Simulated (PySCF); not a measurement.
# From one method to the next for SbH⁻

What do other methods print for SbH⁻?

Program: PySCF 2.14.0. Level of theory: method and basis as typed in the scripts. These are calculated values, not measurements.

6 further runs of the same task are left out: 1 for a known fault of the program, 5 that didn't finish.

## Step 1: The system as given

SbH⁻: 2 atoms, charge -1, spin multiplicity 2.

Bond lengths: Sb1–H2 1.607 Å.

## Step 2: Base script

File input.py:

```python
from pyscf import gto, scf, mp

mol = gto.M(
    atom='Sb 0 0 0; H 0 0 1.607',
    basis='crenbl',
    ecp={'Sb': 'crenbl'},
    charge=-1,
    spin=1,
    verbose=3,
)
mf = scf.UHF(mol)
mf.kernel()
mp.MP2(mf).kernel()
mf.dip_moment()
print('orbital energies (hartree):', [e[max(0, n-3):n+3].round(4) for e, n in zip(mf.mo_energy, mol.nelec)])
```

Started as:

```
$ OMP_NUM_THREADS=1 python input.py
```

## Step 3: SCF alone

Edit 1 changes step after the SCF: mp2 → none.

Edit input.py of step 2 so:

```diff
@@ -1,2 +1,2 @@
-from pyscf import gto, scf, mp
+from pyscf import gto, scf
 
@@ -12,3 +12,2 @@
 mf.kernel()
-mp.MP2(mf).kernel()
 mf.dip_moment()
```

## Step 4: Hf,lyp (UKS)

Edit 2 changes functional: none (Hartree–Fock) → hf,lyp; SCF type: UHF → UKS; step after the SCF: mp2 → analyze.

Edit input.py of step 2 so:

```diff
@@ -1,2 +1,2 @@
-from pyscf import gto, scf, mp
+from pyscf import gto, dft
 
@@ -10,5 +10,5 @@
 )
-mf = scf.UHF(mol)
+mf = dft.UKS(mol, xc='hf,lyp')
 mf.kernel()
-mp.MP2(mf).kernel()
+mf.mulliken_pop()
 mf.dip_moment()
```

## Step 5: Population analysis

Edit 3 changes step after the SCF: mp2 → analyze.

Edit input.py of step 2 so:

```diff
@@ -1,2 +1,2 @@
-from pyscf import gto, scf, mp
+from pyscf import gto, scf
 
@@ -12,3 +12,3 @@
 mf.kernel()
-mp.MP2(mf).kernel()
+mf.mulliken_pop()
 mf.dip_moment()
```

## Step 6: Gradient

Edit 4 changes step after the SCF: mp2 → gradient.

Edit input.py of step 2 so:

```diff
@@ -1,2 +1,2 @@
-from pyscf import gto, scf, mp
+from pyscf import gto, scf
 
@@ -12,3 +12,3 @@
 mf.kernel()
-mp.MP2(mf).kernel()
+mf.nuc_grad_method().kernel()
 mf.dip_moment()
```

## Step 7: Stability test

Edit 5 changes step after the SCF: mp2 → stability.

Edit input.py of step 2 so:

```diff
@@ -1,2 +1,2 @@
-from pyscf import gto, scf, mp
+from pyscf import gto, scf
 
@@ -12,3 +12,3 @@
 mf.kernel()
-mp.MP2(mf).kernel()
+mf.stability(internal=True, external=True)
 mf.dip_moment()
```

What does the calculation give? Wanted: for each run, E(SCF); from base; after the SCF.

As calculated:

```tsv
run	E(SCF) (hartree)	from base (eV)	after the SCF
base	-81.146022	0	MP2 correlation -6.235 eV
SCF alone	-81.146022	0.0000	n/a
hf,lyp (UKS)	-81.696169	not comparable	n/a
population analysis	-81.146022	0.0000	n/a
gradient	-81.146022	0.0000	n/a
stability test	-81.146022	0.0000	stable
```

In words: A lower total energy from another functional means nothing by itself.
